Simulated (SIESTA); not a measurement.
# CsLiCr2Te2S3 under changes of volume

One of the cells (29.884 Å³/atom); the others are scaled copies at fixed shape and fractional positions:

```xyz
9
Lattice="3.4443 -5.2150 0.0079 3.4443 5.2150 0.0079 -2.9233 0.0000 7.4801" Properties=species:S:1:pos:R:3 pbc="T T T"
Cs    0.6208    0.0000    0.0653
Li    2.4380    0.0000    4.1485
Cr    0.1739    2.1438    4.1773
Cr    0.1739   -2.1438    4.1773
Te    4.1056    1.6099    2.1832
Te    4.1056   -1.6099    2.1832
S     2.0182   -2.1618    5.4960
S     2.0182    2.1618    5.4960
S     0.0604    0.0000    3.6216
```

The cell was built by a generator and needn't be a form met in nature.

| Item | Value |
| --- | --- |
| Program | SIESTA 5.4.2 |
| Functional | PBE |
| Potentials or basis | PseudoDojo 0.4 standard (PBE files) |
| Basis | DZP (energy shift 0.003 Ry; two zetas on semicore shells; d shell added on Cs) |
| Grid cutoff | 800 Ry |
| Energy shift | 0.003 Ry |
| k mesh | 5 × 5 × 4 |
| Occupations | fermi-dirac, width 0.05 eV |
| Spin | collinear spin, ferromagnetic start |
| Starting moments | [0.0, 0.0, 3.0, 3.0, 0.0, 0.0, 0.0, 0.0, 0.0] μB |

| volume (Å³/atom) | energy over the lowest point (meV/atom) | pressure (GPa) | moment (μB per cell) | largest force (eV/Å) |
| --- | --- | --- | --- | --- |
| 27.540 | ? | ? | ? | ? |
| 28.126 | 9.80 | 2.3 | 4.01 | 0.588 |
| 28.712 | 3.35 | 1.3 | 4.01 | 0.412 |
| 29.884 | 0.00 | -0.3 | 4.03 | 0.216 |
| 30.470 | 2.48 | -1.0 | 4.04 | 0.227 |
| 31.056 | 7.31 | -1.6 | 4.06 | 0.367 |

**Question.** What does the run at 27.540 Å³/atom give?

**Answer.** Energy over the lowest point 19.97 meV/atom; pressure 3.4 GPa; moment 4.00 μB per cell; largest force 0.778 eV/Å.

Worked out: A Birch-Murnaghan fit of order 3 (a polynomial in V^(-2/3)) to the other rows has its minimum at 29.63 Å³/atom with B0 = V·E''(V) = 38 GPa and B' = 4.6 at fixed shape and positions, which overstates the stiffness. It gives 19.95 meV/atom at 27.540 Å³/atom, against the run's 19.97, and -dE/dV = 3.3 GPa, against 3.4. A straight line through the other rows of the moment, of slope 0.0169 μB per Å³/atom, extrapolates to 3.99 μB, against the run's 4.00.

Energies are extrapolated to zero smearing.

Caveats: the basis of atomic orbitals isn't converged, which shifts pressures, moduli and gaps; only a ferromagnetic start was run, and an antiferromagnetic order may lie lower in energy.
